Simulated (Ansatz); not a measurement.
# SnClF (SMILES [F][Sn][Cl]): a relaxed scan of the bond length Sn2–Cl3

An exercise on one series of results from a longer session: the logs are not shown, and one member is left open.

Method: single points in def2-TZVPP; program: Ansatz 0.2.0, Gaussian basis.

Levels: PBE-D4, r2SCAN-D4, PBE0-D4, B3LYP-D4, wB97M-V, Hartree-Fock, MP2, CCSD, CCSD(T). The scan takes 1.935, 2.035, 2.180, 2.350, 2.539, 2.742, 2.958, 3.185, 3.422 Å.

Correlated methods freeze the cores. Filled d shells of the heavier atoms are correlated. Core potentials replace the inner electrons past krypton, and spin-orbit coupling is left out. B3LYP uses VWN-RPA correlation.

19 further runs of the same task are left out: 19 set aside as unsound or not needed.

## Where the work starts

The minimum, relaxed at PBE0-D4: SMILES `[F][Sn][Cl]`, 3 atoms, charge 0, spin multiplicity 1.

Atoms are counted from 1 here; the program's logs count them from 0.

Bond lengths: F1–Sn2 1.935 Å, Sn2–Cl3 2.360 Å. Angles: F1–Sn2–Cl3 96.9°.

Geometry (Å):

| atom | x (Å) | y (Å) | z (Å) |
| --- | --- | --- | --- |
| F1 | -1.38957 | 0.22314 | -0.74443 |
| Sn2 | 0.16434 | 0.89805 | 0.19074 |
| Cl3 | 1.21433 | -1.18599 | 0.54050 |

Energies of the minimum (eV), from earlier single points: PBE-D4 -21067.94201, r2SCAN-D4 -21075.73840, PBE0-D4 -21068.91954, B3LYP-D4 -21078.03395, wB97M-V -21072.95303, CCSD(T) -21040.47089.

At the minimum the bond length Sn2–Cl3 is 2.360 Å.

The first run:

relax/in.yaml reads:

```yaml
crystal:
  periodic: [false, false, false]
  atoms:
    - {symbol: F, position_ang: [-1.389567, 0.223137, -0.744432]}
    - {symbol: Sn, position_ang: [0.164340, 0.898054, 0.190737]}
    - {symbol: Cl, position_ang: [1.025361, -0.810924, 0.477549]}
basis:
  gaussian: {orbitals: def2-TZVP}
hamiltonian: {xc: pbe0, dispersion: d4}
relax: {f_tol: 0.005, max_steps: 200, constraints: [{distance: [1, 2]}]}
```

The command line of these runs was not kept.

Among the steps run: Sn2–Cl3 = 1.935 Å; Sn2–Cl3 = 2.035 Å; Sn2–Cl3 = 2.180 Å; Sn2–Cl3 = 2.350 Å; Sn2–Cl3 = 2.539 Å; Sn2–Cl3 = 2.742 Å; Sn2–Cl3 = 2.958 Å; Sn2–Cl3 = 3.185 Å; Sn2–Cl3 = 3.422 Å.

One table of the session follows, with a row left open; its other results are not shown here.

Energies less that of the minimum at the same level (eV):

```
bond length (Å)  PBE-D4  PBE0-D4  B3LYP-D4  wB97M-V  Hartree-Fock
          1.935   2.276    2.144     2.305    2.134         2.261
          2.035   1.165    1.062     1.178    1.049         1.122
          2.180   0.316    0.259     0.319    0.249         0.276
          2.350   0.004    0.001     0.004    0.000         0.001
2.360 (minimum)   0.000    0.000     0.000    0.000         0.000
          2.539   0.103    0.155     0.106    0.168         0.157
          2.742   0.445    0.549     0.455    0.579         0.560
          2.958       ?        ?         ?        ?             ?
          3.185   1.383    1.581     1.419    1.654         1.618
          3.422   1.845    2.088     1.901    2.191         2.146
```

Q: Estimate the row for bond length (Å) = 2.958 from the others.

Worked estimate for «PBE-D4». A straight line through the neighbours (2.742, 0.445) and (3.185, 1.383) gives 0.445 + (1.383 − 0.445) × (2.958 − 2.742) / (3.185 − 2.742) = 0.902; a parabola fitted to 4 rows on both sides gives 0.897.

**Answer.** PBE-D4: 0.900; PBE0-D4: 1.052; B3LYP-D4: 0.921; wB97M-V: 1.101; Hartree-Fock: 1.075. In «PBE-D4» the line misses by +0.002 and the parabola by -0.003.
